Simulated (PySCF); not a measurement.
**A gas-phase reaction: CH6Ge + FH → FGeH3 + CH4**

Wanted: the reaction energy for `[CH3][GeH3]` + `F` → `[F][GeH3]` + `C`.

Computed with PySCF 2.14.0; each step states its level. No surroundings beyond the atoms listed, unless a continuum is named. Atoms count from 0, parts from 1.

## 1. Starting point

Each species was relaxed by itself at PBE0-D3(BJ)/def2-SVPD.

## 2. Energies of the species: wB97M-D3(BJ)/def2-TZVPD

The job: settings as JSON, then the geometry in Å.

```
{"job": {"kind": "react", "xc": "wB97M-D3(BJ)", "basis": "def2-TZVPD"}, "charge": 0, "multiplicity": 1}
-1 CH6Ge charge 0 multiplicity 1
C      0.993430    -0.006420     0.089400
Ge    -0.948690    -0.041990    -0.109740
H      1.481690     0.017920    -0.894550
H      1.307170     0.882560     0.653690
H      1.342420    -0.898760     0.627080
H     -1.629070    -0.076620     1.271160
H     -1.384000    -1.288940    -0.901330
H     -1.433810     1.210180    -0.863210

-1 FH charge 0 multiplicity 1
F      0.459400    -0.020020     0.015220
H     -0.459410     0.020020    -0.015220

+1 FGeH3 charge 0 multiplicity 1
F      1.632070    -0.068940    -0.355310
Ge    -0.089650     0.019180     0.006630
H     -0.238680    -0.451240     1.458260
H     -0.775620    -0.916780    -0.995260
H     -0.483020     1.488460    -0.185480

+1 CH4 charge 0 multiplicity 1
C      0.000310    -0.000200     0.001640
H     -0.679140    -0.782140    -0.359330
H     -0.395330     0.984630    -0.275770
H      0.085960    -0.065590     1.093320
H      0.989750    -0.137700    -0.451660
```

Method: wB97M-D3(BJ)/def2-TZVPD reaction energy of separated species, gas phase.

The run is started by

```console
> OMP_NUM_THREADS=1 python cluster_run.py task.json out
```

The driver reads the jobs from task.json and runs them one after another.

Output:

```text
species 1 (CH6Ge)
coarse grid: 27432 points
cycle   1  E = -2118.7180463528  dE = -7.550e-01  |g| = 5.754e-01  |ddm| = 2.295e+00
cycle   2  E = -2118.7223861456  dE = -4.340e-03  |g| = 5.815e-01  |ddm| = 8.193e-01
cycle   3  E = -2118.7461617555  dE = -2.378e-02  |g| = 1.333e-02  |ddm| = 3.679e-01
cycle   4  E = -2118.7462408413  dE = -7.909e-05  |g| = 7.422e-03  |ddm| = 3.083e-02
cycle   5  E = -2118.7462548881  dE = -1.405e-05  |g| = 1.484e-03  |ddm| = 8.341e-03
cycle   6  E = -2118.7462555576  dE = -6.695e-07  |g| = 3.820e-04  |ddm| = 3.193e-03
final grid: 56480 points
cycle   7  E = -2118.7461732446  dE = -3.782e-08  |g| = 2.991e-04  |ddm| = 2.940e-03
cycle   8  E = -2118.7461732476  dE = -2.962e-09  |g| = 3.180e-04  |ddm| = 5.331e-04
cycle   9  E = -2118.7461732546  dE = -7.014e-09  |g| = 1.425e-05  |ddm| = 1.952e-04
cycle  10  E = -2118.7461732547  dE = -1.291e-10  |g| = 5.850e-06  |ddm| = 5.184e-05
converged SCF energy = -2118.7461732547

species 2 (FH)
coarse grid: 7776 points
cycle   1  E = -100.4688176328  dE = -9.408e-02  |g| = 4.644e-01  |ddm| = 6.197e-01
cycle   2  E = -100.4724988249  dE = -3.681e-03  |g| = 5.038e-01  |ddm| = 3.808e-01
cycle   3  E = -100.5053121642  dE = -3.281e-02  |g| = 2.574e-02  |ddm| = 1.678e-01
cycle   4  E = -100.5053881420  dE = -7.598e-05  |g| = 5.006e-03  |ddm| = 1.077e-02
cycle   5  E = -100.5053927831  dE = -4.641e-06  |g| = 4.334e-04  |ddm| = 3.766e-03
final grid: 16976 points
cycle   6  E = -100.5053935120  dE = -6.401e-08  |g| = 1.061e-04  |ddm| = 8.217e-04
cycle   7  E = -100.5053935155  dE = -3.446e-09  |g| = 8.095e-05  |ddm| = 2.179e-04
cycle   8  E = -100.5053935163  dE = -8.578e-10  |g| = 2.058e-05  |ddm| = 3.738e-05
converged SCF energy = -100.5053935163

species 3 (FGeH3)
coarse grid: 20136 points
cycle   1  E = -2178.6603636772  dE = -7.368e-01  |g| = 8.293e-01  |ddm| = 1.656e+00
cycle   2  E = -2178.6236824846  dE =  3.668e-02  |g| = 1.052e+00  |ddm| = 9.147e-01
cycle   3  E = -2178.7486722920  dE = -1.250e-01  |g| = 6.938e-02  |ddm| = 4.545e-01
cycle   4  E = -2178.7491324035  dE = -4.601e-04  |g| = 3.016e-02  |ddm| = 4.756e-02
cycle   5  E = -2178.7492469653  dE = -1.146e-04  |g| = 2.954e-03  |ddm| = 1.813e-02
cycle   6  E = -2178.7492498741  dE = -2.909e-06  |g| = 5.734e-04  |ddm| = 5.711e-03
final grid: 40760 points
cycle   7  E = -2178.7491707638  dE = -1.279e-07  |g| = 5.267e-04  |ddm| = 1.252e-03
cycle   8  E = -2178.7491707559  dE =  7.913e-09  |g| = 6.245e-04  |ddm| = 4.471e-04
cycle   9  E = -2178.7491708076  dE = -5.169e-08  |g| = 2.865e-05  |ddm| = 2.429e-04
cycle  10  E = -2178.7491708080  dE = -4.102e-10  |g| = 1.899e-05  |ddm| = 5.195e-05
converged SCF energy = -2178.7491708080

species 4 (CH4)
coarse grid: 15072 points
cycle   1  E = -40.5278864086  dE = -1.934e-01  |g| = 1.334e-01  |ddm| = 1.251e+00
cycle   2  E = -40.5302991036  dE = -2.413e-03  |g| = 8.952e-02  |ddm| = 1.943e-01
cycle   3  E = -40.5321642087  dE = -1.865e-03  |g| = 5.681e-03  |ddm| = 4.934e-02
cycle   4  E = -40.5321739289  dE = -9.720e-06  |g| = 3.949e-04  |ddm| = 1.278e-02
final grid: 32696 points
cycle   5  E = -40.5321636362  dE = -1.048e-07  |g| = 1.010e-04  |ddm| = 3.256e-03
cycle   6  E = -40.5321636433  dE = -7.065e-09  |g| = 3.423e-05  |ddm| = 8.362e-04
cycle   7  E = -40.5321636439  dE = -6.110e-10  |g| = 1.822e-05  |ddm| = 2.394e-04
converged SCF energy = -40.5321636439

Reaction energy = -17.988 kcal/mol
```

Run time: 12 s. Hardware: 1 thread of Arm Neoverse V1, shared host; peak memory 0.58 GiB.

Species by species (with the dispersion term, which the log's SCF energies lack):

```csv
ν,species,energy (Eh),HOMO (eV)
-1,[CH3][GeH3],-2118.75204,-11.23
-1,F,-100.50563,-14.54
+1,[F][GeH3],-2178.75178,-12.11
+1,C,-40.53455,-13.46
```

## 3. Energies of the species: PBE0-D3(BJ)/def2-TZVPD

Same as in step 2 but for these lines:

```diff
@@ -1,2 +1,2 @@
-{"job": {"kind": "react", "xc": "wB97M-D3(BJ)", "basis": "def2-TZVPD"}, "charge": 0, "multiplicity": 1}
+{"job": {"kind": "react", "xc": "PBE0", "basis": "def2-TZVPD", "disp": "d3bj"}, "charge": 0, "multiplicity": 1}
 -1 CH6Ge charge 0 multiplicity 1
```

Method: PBE0-D3(BJ)/def2-TZVPD reaction energy of separated species, gas phase.

Output:

```text
species 1 (CH6Ge)
coarse grid: 27432 points
cycle   1  E = -2118.3647668790  dE = -7.498e-01  |g| = 6.644e-01  |ddm| = 2.369e+00
cycle   2  E = -2118.3434747473  dE =  2.129e-02  |g| = 7.806e-01  |ddm| = 9.435e-01
cycle   3  E = -2118.4076458623  dE = -6.417e-02  |g| = 2.283e-02  |ddm| = 5.139e-01
cycle   4  E = -2118.4077592103  dE = -1.133e-04  |g| = 1.366e-02  |ddm| = 3.496e-02
cycle   5  E = -2118.4078065528  dE = -4.734e-05  |g| = 2.596e-03  |ddm| = 1.028e-02
cycle   6  E = -2118.4078079560  dE = -1.403e-06  |g| = 2.529e-04  |ddm| = 2.476e-03
final grid: 56480 points
cycle   7  E = -2118.4077974325  dE = -2.226e-08  |g| = 2.785e-04  |ddm| = 5.059e-03
cycle   8  E = -2118.4077974312  dE =  1.295e-09  |g| = 3.650e-04  |ddm| = 5.744e-04
cycle   9  E = -2118.4077974450  dE = -1.372e-08  |g| = 2.243e-05  |ddm| = 2.333e-04
cycle  10  E = -2118.4077974451  dE = -1.705e-10  |g| = 1.074e-06  |ddm| = 3.002e-05
converged SCF energy = -2118.4077974451

species 2 (FH)
coarse grid: 1712 points
cycle   1  E = -100.3541176785  dE = -3.604e-02  |g| = 4.957e-01  |ddm| = 6.253e-01
cycle   2  E = -100.3145998279  dE =  3.952e-02  |g| = 7.430e-01  |ddm| = 5.125e-01
cycle   3  E = -100.3938410058  dE = -7.924e-02  |g| = 2.284e-02  |ddm| = 2.892e-01
cycle   4  E = -100.3939165650  dE = -7.556e-05  |g| = 4.205e-03  |ddm| = 9.787e-03
cycle   5  E = -100.3939185488  dE = -1.984e-06  |g| = 3.556e-04  |ddm| = 1.247e-03
final grid: 16976 points
cycle   6  E = -100.3948396630  dE = -1.857e-05  |g| = 3.996e-03  |ddm| = 7.514e-03
cycle   7  E = -100.3948377393  dE =  1.924e-06  |g| = 5.496e-03  |ddm| = 3.352e-03
cycle   8  E = -100.3948418252  dE = -4.086e-06  |g| = 9.919e-05  |ddm| = 2.012e-03
cycle   9  E = -100.3948418265  dE = -1.276e-09  |g| = 1.777e-05  |ddm| = 3.921e-05
cycle  10  E = -100.3948418265  dE = -4.822e-11  |g| = 3.058e-06  |ddm| = 1.025e-05
converged SCF energy = -100.3948418265

species 3 (FGeH3)
coarse grid: 20136 points
cycle   1  E = -2178.2679638887  dE = -6.526e-01  |g| = 8.678e-01  |ddm| = 1.645e+00
cycle   2  E = -2178.0734685838  dE =  1.945e-01  |g| = 1.460e+00  |ddm| = 1.127e+00
cycle   3  E = -2178.3515877153  dE = -2.781e-01  |g| = 1.848e-01  |ddm| = 7.221e-01
cycle   4  E = -2178.3555727969  dE = -3.985e-03  |g| = 2.719e-02  |ddm| = 1.032e-01
cycle   5  E = -2178.3556456220  dE = -7.283e-05  |g| = 3.280e-03  |ddm| = 1.338e-02
cycle   6  E = -2178.3556475780  dE = -1.956e-06  |g| = 2.409e-04  |ddm| = 1.995e-03
final grid: 40760 points
cycle   7  E = -2178.3556360763  dE = -5.864e-08  |g| = 2.092e-04  |ddm| = 9.199e-04
cycle   8  E = -2178.3556360683  dE =  7.974e-09  |g| = 3.164e-04  |ddm| = 2.311e-04
cycle   9  E = -2178.3556360831  dE = -1.482e-08  |g| = 2.921e-05  |ddm| = 1.429e-04
cycle  10  E = -2178.3556360832  dE = -1.428e-10  |g| = 3.634e-06  |ddm| = 2.041e-05
converged SCF energy = -2178.3556360832

species 4 (CH4)
coarse grid: 3568 points
cycle   1  E = -40.4581349203  dE = -2.007e-01  |g| = 2.716e-01  |ddm| = 1.411e+00
cycle   2  E = -40.4544886504  dE =  3.646e-03  |g| = 2.994e-01  |ddm| = 3.083e-01
cycle   3  E = -40.4773095649  dE = -2.282e-02  |g| = 2.108e-03  |ddm| = 1.507e-01
cycle   4  E = -40.4773103868  dE = -8.219e-07  |g| = 2.131e-04  |ddm| = 2.705e-03
final grid: 32696 points
cycle   5  E = -40.4741142716  dE = -1.465e-05  |g| = 4.528e-03  |ddm| = 6.970e-02
cycle   6  E = -40.4741132270  dE =  1.045e-06  |g| = 4.957e-03  |ddm| = 6.783e-03
cycle   7  E = -40.4741191980  dE = -5.971e-06  |g| = 3.323e-05  |ddm| = 2.504e-03
cycle   8  E = -40.4741191983  dE = -3.540e-10  |g| = 9.266e-06  |ddm| = 1.295e-04
converged SCF energy = -40.4741191983

Reaction energy = -16.321 kcal/mol
```

It took 6.3 s on 1 thread of Arm Neoverse V1, shared host; peak memory 0.55 GiB.

Reaction energy at this level: -16.32 kcal/mol.

## 4. Energies of the species: MP2/def2-TZVPD

Same as in step 3 but for these lines:

```diff
@@ -1,2 +1,2 @@
-{"job": {"kind": "react", "xc": "PBE0", "basis": "def2-TZVPD", "disp": "d3bj"}, "charge": 0, "multiplicity": 1}
+{"job": {"kind": "react", "xc": "MP2", "basis": "def2-TZVPD"}, "charge": 0, "multiplicity": 1}
 -1 CH6Ge charge 0 multiplicity 1
```

Method: MP2/def2-TZVPD reaction energy of separated species, gas phase.

Output:

```text
species 1 (CH6Ge)
final grid: 56480 points
cycle   1  E = -2116.7085094520  dE = -7.929e-01  |g| = 3.538e-01  |ddm| = 2.267e+00
cycle   2  E = -2116.7320300738  dE = -2.352e-02  |g| = 2.254e-01  |ddm| = 4.513e-01
cycle   3  E = -2116.7360605115  dE = -4.030e-03  |g| = 3.573e-02  |ddm| = 1.773e-01
cycle   4  E = -2116.7365945524  dE = -5.340e-04  |g| = 4.765e-03  |ddm| = 6.019e-02
cycle   5  E = -2116.7366038960  dE = -9.344e-06  |g| = 1.227e-03  |ddm| = 1.150e-02
cycle   6  E = -2116.7366045777  dE = -6.817e-07  |g| = 3.937e-04  |ddm| = 3.197e-03
cycle   7  E = -2116.7366046538  dE = -7.614e-08  |g| = 8.704e-05  |ddm| = 1.049e-03
cycle   8  E = -2116.7366046589  dE = -5.093e-09  |g| = 1.589e-05  |ddm| = 2.512e-04
cycle   9  E = -2116.7366046591  dE = -1.660e-10  |g| = 3.997e-06  |ddm| = 4.981e-05
converged SCF energy = -2116.7366046591

species 2 (FH)
final grid: 16976 points
cycle   1  E = -100.0371202958  dE = -1.649e-01  |g| = 4.007e-01  |ddm| = 6.032e-01
cycle   2  E = -100.0578879109  dE = -2.077e-02  |g| = 2.336e-01  |ddm| = 2.533e-01
cycle   3  E = -100.0646342330  dE = -6.746e-03  |g| = 2.356e-02  |ddm| = 8.091e-02
cycle   4  E = -100.0647516599  dE = -1.174e-04  |g| = 6.199e-03  |ddm| = 1.253e-02
cycle   5  E = -100.0647673713  dE = -1.571e-05  |g| = 1.459e-03  |ddm| = 5.121e-03
cycle   6  E = -100.0647686443  dE = -1.273e-06  |g| = 2.290e-04  |ddm| = 1.848e-03
cycle   7  E = -100.0647686787  dE = -3.438e-08  |g| = 1.958e-05  |ddm| = 4.211e-04
cycle   8  E = -100.0647686788  dE = -1.853e-10  |g| = 2.360e-06  |ddm| = 2.495e-05
converged SCF energy = -100.0647686788

species 3 (FGeH3)
final grid: 40760 points
cycle   1  E = -2176.5571552050  dE = -8.753e-01  |g| = 6.103e-01  |ddm| = 1.635e+00
cycle   2  E = -2176.6000212885  dE = -4.287e-02  |g| = 4.674e-01  |ddm| = 5.169e-01
cycle   3  E = -2176.6247838414  dE = -2.476e-02  |g| = 3.167e-02  |ddm| = 2.114e-01
cycle   4  E = -2176.6252542657  dE = -4.704e-04  |g| = 8.188e-03  |ddm| = 5.110e-02
cycle   5  E = -2176.6252746528  dE = -2.039e-05  |g| = 3.115e-03  |ddm| = 1.258e-02
cycle   6  E = -2176.6252762132  dE = -1.560e-06  |g| = 7.481e-04  |ddm| = 3.009e-03
cycle   7  E = -2176.6252764607  dE = -2.475e-07  |g| = 2.206e-04  |ddm| = 1.432e-03
cycle   8  E = -2176.6252764925  dE = -3.182e-08  |g| = 4.663e-05  |ddm| = 3.861e-04
cycle   9  E = -2176.6252764937  dE = -1.258e-09  |g| = 5.937e-06  |ddm| = 1.079e-04
cycle  10  E = -2176.6252764938  dE = -8.185e-12  |g| = 9.149e-07  |ddm| = 1.583e-05
converged SCF energy = -2176.6252764938

species 4 (CH4)
final grid: 32696 points
cycle   1  E = -40.2047133332  dE = -1.974e-01  |g| = 1.529e-01  |ddm| = 1.221e+00
cycle   2  E = -40.2121419494  dE = -7.429e-03  |g| = 3.682e-02  |ddm| = 2.041e-01
cycle   3  E = -40.2127049080  dE = -5.630e-04  |g| = 6.405e-03  |ddm| = 3.827e-02
cycle   4  E = -40.2127180085  dE = -1.310e-05  |g| = 1.642e-03  |ddm| = 1.100e-02
cycle   5  E = -40.2127195343  dE = -1.526e-06  |g| = 2.165e-04  |ddm| = 6.917e-03
cycle   6  E = -40.2127195675  dE = -3.320e-08  |g| = 2.839e-05  |ddm| = 1.798e-03
cycle   7  E = -40.2127195680  dE = -4.272e-10  |g| = 1.324e-06  |ddm| = 7.250e-05
converged SCF energy = -40.2127195680

Reaction energy = -16.990 kcal/mol
```

Run time: 3 s. Hardware: 1 thread of Arm Neoverse V1, shared host; peak memory 0.47 GiB.

Reaction energy at this level: -16.99 kcal/mol.

## 5. Side by side

Energies in kcal/mol, with wall time:

```csv
run,reaction,time
wB97M-D3(BJ)/def2-TZVPD,-17.99,12 s
PBE0-D3(BJ)/def2-TZVPD,-16.32,6.3 s
MP2/def2-TZVPD,-16.99,3 s
```

## 6. Summary of results

| quantity | value |
| --- | --- |
| reaction energy (wB97M-D3(BJ)/def2-TZVPD) | -17.99 kcal/mol |
| ΔH, ΔG at 298 K (xTB thermal terms) | -17.3, -17.1 kcal/mol |
| range of the reaction energy over the runs of this table | -17.99 to -16.32 kcal/mol |

**Reading.** The reaction is exothermic by 17.3 kcal/mol in the gas phase; dispersion gives +0.69, and xTB itself gave -42.59 for the electronic energy (xTB energies and thermal terms come from the earlier relaxation of each species, not shown). No barrier was sought. xTB and this level differ widely in the electronic energy, so what comes from xTB (the thermal terms above all) is less safe here. The reaction energy runs from -17.99 (wB97M-D3(BJ)/def2-TZVPD) to -16.32 kcal/mol (PBE0-D3(BJ)/def2-TZVPD).
